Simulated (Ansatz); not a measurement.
**CH₅FSn: basis-set convergence**

The task here is to estimate one member of a computed series from the others.

The runs use Ansatz 0.2.0, Gaussian basis; one geometry, several basis sets.

The runs, in order: PBE0-D4/def2-SVP; ωB97M-V/def2-SVP; PBE0-D4/def2-QZVPP; ωB97M-V/def2-QZVPP; the functionals' def2-TZVPP values are taken from earlier runs.

## The geometry

All runs share one geometry, relaxed beforehand with PBE0-D4 in a triple-zeta def2 set. Sn takes the def2 core potential; no spin-orbit term is included.

8 atoms, charge 0, spin multiplicity 1.

Atoms are counted from 1 here; the program's logs count them from 0.

Bond lengths: F1–C2 1.386 Å, C2–Sn3 2.169 Å, C2–H4 1.093 Å, C2–H5 1.093 Å, Sn3–H6 1.705 Å, Sn3–H7 1.709 Å, Sn3–H8 1.705 Å. Angles: F1–C2–Sn3 110.1°, F1–C2–H4 108.4°, F1–C2–H5 108.4°, Sn3–C2–H4 110.6°, Sn3–C2–H5 110.6°, H4–C2–H5 108.7°, C2–Sn3–H6 109.3°, C2–Sn3–H7 108.5°, C2–Sn3–H8 109.3°, H6–Sn3–H7 109.8°, H6–Sn3–H8 110.1°, H7–Sn3–H8 109.8°.

As a file:

```mol
CH5FSn
  3D, bonds by distance, orders not assigned

  8  7  0  0  0  0  0  0  0  0999 V2000
   -1.1177    1.4124   -0.9686 F   0  0
   -0.5211    0.1614   -0.9987 C   0  0
    0.5119   -0.2154    0.8710 Sn  0  0
    0.1789    0.1335   -1.8375 H   0  0
   -1.2992   -0.5875   -1.1661 H   0  0
   -0.6082   -0.1648    2.1550 H   0  0
    1.2297   -1.7644    0.7909 H   0  0
    1.7180    0.9677    1.0982 H   0  0
  1  2  8  0
  2  3  8  0
  2  4  8  0
  2  5  8  0
  3  6  8  0
  3  7  8  0
  3  8  8  0
M  END
```

Set-up of the first run:

in.yaml

```yaml
crystal:
  periodic: [false, false, false]
  atoms:
    - {symbol: F, position_ang: [-1.117657, 1.412358, -0.968606]}
    - {symbol: C, position_ang: [-0.521086, 0.161413, -0.998656]}
    - {symbol: Sn, position_ang: [0.511873, -0.215396, 0.871002]}
    - {symbol: H, position_ang: [0.178917, 0.133509, -1.837521]}
    - {symbol: H, position_ang: [-1.299224, -0.587542, -1.166144]}
    - {symbol: H, position_ang: [-0.608231, -0.164784, 2.155033]}
    - {symbol: H, position_ang: [1.229651, -1.764447, 0.790891]}
    - {symbol: H, position_ang: [1.717959, 0.967689, 1.098201]}
basis:
  gaussian: {orbitals: def2-SVP}
hamiltonian: {xc: pbe0, dispersion: d4}
output: {orbitals: {seedname: orbitals}}
```

Started as:

```
> ansatz run in.yaml --threads 2 --pin off --events-out ev --progress --plain --max-ram 4352MiB
```

Steps of the session up to this table: PBE0-D4 in def2-SVP; ωB97M-V in def2-SVP; PBE0-D4 in def2-QZVPP; ωB97M-V in def2-QZVPP.

One table of the session follows, with a row left open; its other results are not shown here.

It belongs to the step «Density functionals: the series». 

| functional | basis | HOMO (eV) | LUMO (eV) |
| --- | --- | --- | --- |
| PBE0-D4 | def2-SVP | -7.94 | 0.52 |
| PBE0-D4 | def2-TZVPP | -8.05 | 0.11 |
| PBE0-D4 | def2-QZVPP | -8.08 | -0.02 |
| ωB97M-V | def2-SVP | -10.13 | 2.16 |
| ωB97M-V | def2-TZVPP | ? | ? |
| ωB97M-V | def2-QZVPP | -10.29 | 1.08 |

Estimate the missing values for ωB97M-V, def2-TZVPP.

**Answer.** HOMO (eV): -10.26; LUMO (eV): 1.40. In the column «HOMO (eV)» it lies between ωB97M-V, def2-QZVPP (-10.29) and ωB97M-V, def2-SVP (-10.13).
